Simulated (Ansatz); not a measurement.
**ClGeH3S3: how energies converge with the basis set**

An exercise on one series of results from a longer session: the logs are not shown, and one member is left open.

Computed with Ansatz 0.2.0, Gaussian basis. Level: one geometry, several basis sets.

Levels to be run: PBE0-D4/def2-SVP; ωB97M-V/def2-SVP; PBE0-D4/def2-QZVPP; ωB97M-V/def2-QZVPP; the functionals' def2-TZVPP values are taken from earlier runs.

## The relaxed structure

The geometry comes from an earlier relaxation with PBE0-D4 in a triple-zeta def2 set; it is a stationary point, not always the lowest conformer.

SMILES `[SH][Ge]([SH])([SH])[Cl]`, 8 atoms, charge 0, spin multiplicity 1.

Atoms are counted from 1 here; the program's logs count them from 0.

Bond lengths: S1–Ge2 2.204 Å, S1–H6 1.344 Å, Ge2–S3 2.204 Å, Ge2–S4 2.209 Å, Ge2–Cl5 2.151 Å, S3–H7 1.344 Å, S4–H8 1.345 Å. Angles: Ge2–S1–H6 92.7°, S1–Ge2–S3 104.1°, S1–Ge2–S4 115.1°, S1–Ge2–Cl5 110.3°, S3–Ge2–S4 113.1°, S3–Ge2–Cl5 112.3°, S4–Ge2–Cl5 102.2°, Ge2–S3–H7 92.4°, Ge2–S4–H8 92.6°.

The first run:

in.yaml

```yaml
crystal:
  periodic: [false, false, false]
  atoms:
    - {symbol: S, position_ang: [-1.221968, 1.371096, 1.201705]}
    - {symbol: Ge, position_ang: [0.145156, 0.277932, -0.137252]}
    - {symbol: S, position_ang: [1.936732, -0.077057, 1.096260]}
    - {symbol: S, position_ang: [-0.683015, -1.572100, -1.014518]}
    - {symbol: Cl, position_ang: [0.578091, 1.455266, -1.885173]}
    - {symbol: H, position_ang: [-2.082379, 1.643068, 0.205129]}
    - {symbol: H, position_ang: [2.370679, -1.056615, 0.284656]}
    - {symbol: H, position_ang: [-0.951098, -2.098789, 0.193393]}
basis:
  gaussian: {orbitals: def2-SVP}
hamiltonian: {xc: pbe0, dispersion: d4}
output: {orbitals: {seedname: orbitals}}
```

Launch:

```bash
$ ansatz run in.yaml --threads 4 --pin off --events-out ev --progress --plain --max-ram 10444MiB
```

Steps of the session up to this table: PBE0-D4 in def2-SVP; ωB97M-V in def2-SVP; PBE0-D4 in def2-QZVPP; ωB97M-V in def2-QZVPP.

One of the session's tables, all rows but one given; the rest of the session is left out.

It belongs to the step «Density functionals: the series». 

```
functional       basis  HOMO (eV)
   PBE0-D4    def2-SVP      -7.60
   PBE0-D4  def2-TZVPP      -7.72
   PBE0-D4  def2-QZVPP      -7.74
   ωB97M-V    def2-SVP      -9.72
   ωB97M-V  def2-TZVPP      -9.87
   ωB97M-V  def2-QZVPP          ?
```

Q: Estimate the row for ωB97M-V, def2-QZVPP from the others.

The run gave: HOMO (eV): -9.91. In the column «HOMO (eV)» it is the lowest.
